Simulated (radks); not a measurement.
# O in [He] 2s1 2p5: an all-electron calculation

One table from this session's results is given with a row withheld; the runs are named, their logs left out.

The numbers are computed with radks (a radial shooting solver on a logarithmic mesh, Libxc functionals) version 1 (Dirac Kohn-Sham, PBE, spin-unpolarised, spherical densities, finite nucleus; open shells fill j = l - 1/2 first), except any that are marked as measured or tabulated.

### The atom as given

| Item | Value |
| --- | --- |
| element | oxygen (Z = 8) |
| charge | 0 |
| electrons | 8 |
| configuration | [He] 2s1 2p5 |
| nuclear rms radius | 2.6991 fm |

The first run:

The run's settings:

```text
Z 8
configuration [He] 2s1 2p5 3s0 3p0
relativity Dirac
functional pbe,pbe
spin unpolarised
j_filling energy
nucleus finite rms 2.6991 fm
c 137.035999084
```

Started as:

```console
> python run_ks.py task.json out
```

All runs below come from this command, one after another.

Among the steps run: Self-consistent calculation.

One table of the session follows, with a row left open; its other results are not shown here.

It belongs to the step «Shells». Radial moments (bohr):

| level | <r> | outermost maximum (interpolated) | 90 % within |
| --- | --- | --- | --- |
| 1s1/2 | 0.1994 | 0.129 | 0.357 |
| 2s1/2 | 1.138 | 0.871 | 1.83 |
| 2p1/2 | 1.256 | 0.818 | 2.20 |
| 2p3/2 | ? | ? | ? |

Q: Estimate the row for 2p3/2 from the others.

As computed: <r>: 1.259; outermost maximum (interpolated): 0.819; 90 % within: 2.21. In the column «<r>» it is the highest.
